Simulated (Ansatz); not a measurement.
# CH₆BNSi: one species, many methods

Aim: compute CH₆BNSi with functionals from several rungs and with coupled cluster, and see how far each lands from CCSD(T) at the basis-set limit for the atomisation energy.

The runs use Ansatz 0.2.0, Gaussian basis; functionals in def2-TZVPP, the program's frozen cores in correlated methods.

The runs, in order: LDA (SPW92), PBE-D4, revPBE-D4, BLYP-D4, r2SCAN-D4, B97M-V, PBE0-D4, B3LYP-D4, r2SCANh-D4, r2SCAN0-D4, HSE06-D4, BHLYP-D4, CAM-B3LYP-D4, LC-ωPBE, ωB97X-V, ωB97M-V, B2PLYP, PBE-QIDH; CCSD(T)/def2-SVP; CCSD(T)/def2-TZVPP; MP2/def2-QZVPP; extrapolation to the limit; RPA on PBE.

**1. The geometry**

All runs share one geometry, relaxed beforehand with PBE0-D4 in a triple-zeta def2 set.

SMILES `CB1N[SiH2]1`, 10 atoms, charge 0, spin multiplicity 1.

Atoms are counted from 1 here; the program's logs count them from 0.

Bond lengths: C1–B2 1.552 Å, C1–H5 1.094 Å, C1–H6 1.094 Å, C1–H7 1.094 Å, B2–N3 1.382 Å, B2–Si4 1.940 Å, N3–Si4 1.755 Å, N3–H8 1.009 Å, Si4–H9 1.488 Å, Si4–H10 1.488 Å. Angles: B2–C1–H5 110.4°, B2–C1–H6 110.2°, B2–C1–H7 113.1°, H5–C1–H6 106.0°, H5–C1–H7 108.5°, H6–C1–H7 108.4°, C1–B2–N3 138.8°, C1–B2–Si4 160.1°, N3–B2–Si4 61.1°, B2–N3–Si4 75.4°, B2–N3–H8 137.6°, Si4–N3–H8 147.1°, B2–Si4–N3 43.6°, B2–Si4–H9 125.6°, B2–Si4–H10 125.6°, N3–Si4–H9 115.0°, N3–Si4–H10 115.0°, H9–Si4–H10 108.8°.

**2. LDA**

This LDA is Slater exchange with PW92 correlation.

The input, in.yaml:

```yaml
crystal:
  periodic: [false, false, false]
  atoms:
    - {symbol: C, position_ang: [-1.190182, 0.684239, -1.058673]}
    - {symbol: B, position_ang: [-0.118927, 0.085433, -0.108763]}
    - {symbol: N, position_ang: [0.362532, -1.154865, 0.263945]}
    - {symbol: Si, position_ang: [1.313813, -0.011246, 1.195391]}
    - {symbol: H, position_ang: [-1.890824, 1.309515, -0.497754]}
    - {symbol: H, position_ang: [-0.717653, 1.343525, -1.792958]}
    - {symbol: H, position_ang: [-1.760208, -0.078534, -1.596277]}
    - {symbol: H, position_ang: [0.178337, -2.122295, 0.043322]}
    - {symbol: H, position_ang: [1.137403, -0.102076, 2.669606]}
    - {symbol: H, position_ang: [2.768610, -0.004996, 0.885163]}
basis:
  gaussian: {orbitals: def2-TZVPP}
hamiltonian: {xc: lda}
output: {orbitals: {seedname: orbitals}}
```

Run with:

```console
> ansatz run in.yaml --threads 2 --pin off --events-out ev --progress --plain --max-ram 4352MiB
```

The runs that follow: PBE-D4 (GGA); revPBE-D4 (GGA); BLYP-D4 (GGA); r2SCAN-D4 (meta-GGA); B97M-V (meta-GGA); PBE0-D4 (hybrid); B3LYP-D4 (hybrid); r2SCANh-D4 (hybrid); r2SCAN0-D4 (hybrid); HSE06-D4 (hybrid); BHLYP-D4 (hybrid); CAM-B3LYP-D4 (range-separated); LC-ωPBE (range-separated); ωB97X-V (range-separated); ωB97M-V (range-separated); B2PLYP (double hybrid); PBE-QIDH (double hybrid); CCSD(T) in def2-SVP; CCSD(T) in def2-TZVPP; MP2 in def2-QZVPP; RPA on PBE orbitals.

Before running them: what should the planned runs give, taken together? Wanted: atomisation energy, CCSD(T)/CBS; farthest beyond LDA; mean size of error, GGA; mean size of error, meta-GGA; mean size of error, hybrid; mean size of error, range-separated; mean size of error, double hybrid; gap, smallest and largest; T1 diagnostic.

The runs gave:

```
                               quantity                                                          value
        atomisation energy, CCSD(T)/CBS                                                  3620.7 kJ/mol
 functionals within 18.1 kJ/mol (0.5 %)  revPBE-D4, BLYP-D4, r2SCANh-D4, r2SCAN0-D4, LC-ωPBE, PBE-QIDH
                    farthest beyond LDA                                          PBE-D4 (+79.3 kJ/mol)
                mean size of error, GGA                                                    32.2 kJ/mol
           mean size of error, meta-GGA                                                    34.0 kJ/mol
             mean size of error, hybrid                                                    28.8 kJ/mol
    mean size of error, range-separated                                                    28.3 kJ/mol
      mean size of error, double hybrid                                                    12.6 kJ/mol
              gap, smallest and largest                      4.75 eV (LDA (SPW92)), 11.42 eV (LC-ωPBE)
                          T1 diagnostic                                                         0.0129
triples share of the correlation energy                                                          4.1 %
```

What this shows: LDA overbinds by 506.1 kJ/mol (14 %). PBE-D4 misses by +79.3 kJ/mol. Double hybrids carry the basis error of their MP2 part in triple zeta, and no dispersion term here, so their miss is partly the set-up's. Taken by rung, double hybrid functionals do best (12.6 kJ/mol on average) and meta-GGA ones worst beyond LDA (34.0 kJ/mol). The reference freezes the cores and leaves out relativity and excitations past (T), so misses under about 18.1 kJ/mol can't be ranked. Hartree-Fock recovers 74 % of the binding; the rest is correlation. CCSD(T) in def2-SVP is off by -194.9 kJ/mol, more than most functionals: a good method in a small basis is no reference. Orbital gaps span 4.8 to 11.4 eV; exact exchange widens them.
